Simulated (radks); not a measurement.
**Taking charge from the 4p level of Kr⁺ in fractions**

An exercise on one series of results from a longer session: the logs are not shown, and one member is left open.

Program: radks (a radial shooting solver on a logarithmic mesh, Libxc functionals) version 1. Level of theory: Dirac Kohn-Sham, LDA (Slater exchange, Perdew-Wang correlation), spin-unpolarised, spherical densities, finite nucleus. These are calculated values, not measurements, unless marked.

## What is computed

```
element            : krypton (Z = 36)
charge             : +1
electrons          : 35
configuration      : [Ar] 3d10 4s2 4p(1/2: 2, 3/2: 3)
nuclear rms radius : 4.1884 fm
```

A shell typed twice in an input gives the lower j, then the higher j.

Set-up of the first run:

Settings of this run:

```text
Z 36
configuration [Ar] 3d10 4s2 4p2 4p3
relativity Dirac
functional lda,pw
spin unpolarised
j_filling energy
nucleus finite rms 4.1884 fm
c 137.035999084
```

Among the steps run: Start: [Ar] 3d10 4s2 4p(1/2: 2, 3/2: 3).

One table of the session follows, with a row left open; its other results are not shown here.

It belongs to the step «Start: [Ar] 3d10 4s2 4p(1/2: 2, 3/2: 3)». Radial moments (bohr):

| level | <r> | outermost maximum (interpolated) | 90 % within | nodes |
| --- | --- | --- | --- | --- |
| 3s1/2 | 0.5312 | 0.468 | 0.791 | 2 |
| 3p1/2 | 0.5341 | 0.457 | 0.815 | 1 |
| 3p3/2 | 0.5447 | 0.466 | 0.831 | 1 |
| 3d3/2 | 0.5535 | 0.408 | 0.908 | 0 |
| 3d5/2 | ? | ? | ? | ? |
| 4s1/2 | 1.535 | 1.32 | 2.27 | 3 |
| 4p1/2 | 1.802 | 1.49 | 2.73 | 2 |
| 4p3/2 | 1.840 | 1.52 | 2.79 | 2 |

**Question.** Estimate the row for 3d5/2.

**Answer.** <r>: 0.5575; outermost maximum (interpolated): 0.411; 90 % within: 0.914; nodes: 0. In the column «<r>» it lies between 3d3/2 (0.5535) and 4s1/2 (1.535).
